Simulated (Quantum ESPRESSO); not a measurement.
**MoSe3: zone-centre phonons under several settings**

```
Mo Se
1.0
     3.69728    0.00000    0.00000
     0.00000    3.69728    0.00000
     0.00000    0.00000    9.66743
Mo Se
1 3
Cartesian
  0.0000 0.0000 0.0000
  1.8486 1.8486 7.3682
  0.0000 0.0000 4.8337
  1.8486 1.8486 2.2992
```

The cell was built by a generator and needn't be a form met in nature.

All runs used Quantum ESPRESSO 7.5; k mesh 4 × 4 × 2, shifted; given cell, atoms relaxed; no spin polarisation; occupations fermi-dirac, width 0.05 eV.

```tsv
level	potentials	cutoff (eV)	pressure (GPa)	lowest optical mode without the field (cm⁻¹)	highest optical mode without the field (cm⁻¹)
PBE	GBRV 1.5 PBE	612	-11.6	103i	151
PBE	JTH 2.0 PBE	707	?	?	?
PBE	SG15 PBE 1.2	952	-11.5	101i	152
PBE	SSSP 1.3 efficiency PBE	816	-11.5	102i	150
PBE	SPMS 1.0 PBE	952	-11.6	104i	153
PBE	Ansatz NC SR PBE	1170	-11.6	103i	153
PBE	PseudoDojo 0.4.1 SR PBE standard	1170	-11.6	104i	153
```

Task: What stands in the row left open?

Result: Pressure -11.6 GPa; lowest optical mode without the field 102i cm⁻¹; highest optical mode without the field 152 cm⁻¹.

Values marked i are imaginary: the cell is unstable against those modes at that level, or the meshes are too thin.

Caveats: all runs use coarse meshes; the mesh is thin for the phonons of a metal; some modes are imaginary; the cell is more than 3 GPa from zero pressure, which shifts response properties; this functional lacks dispersion, which binds the layers, so the pressure and a relaxed spacing across them are unreliable.

For the row left open. Caveat: the k mesh is coarse (spacing up to 0.42 Å⁻¹), so the values aren't converged; the mesh is thin for the phonons of a metal; some modes are imaginary; the cell is more than 3 GPa from zero pressure, which shifts response properties; this functional lacks dispersion, which binds the layers, so the pressure and a relaxed spacing across them are unreliable.

The runs don't all hold the same shells in valence.
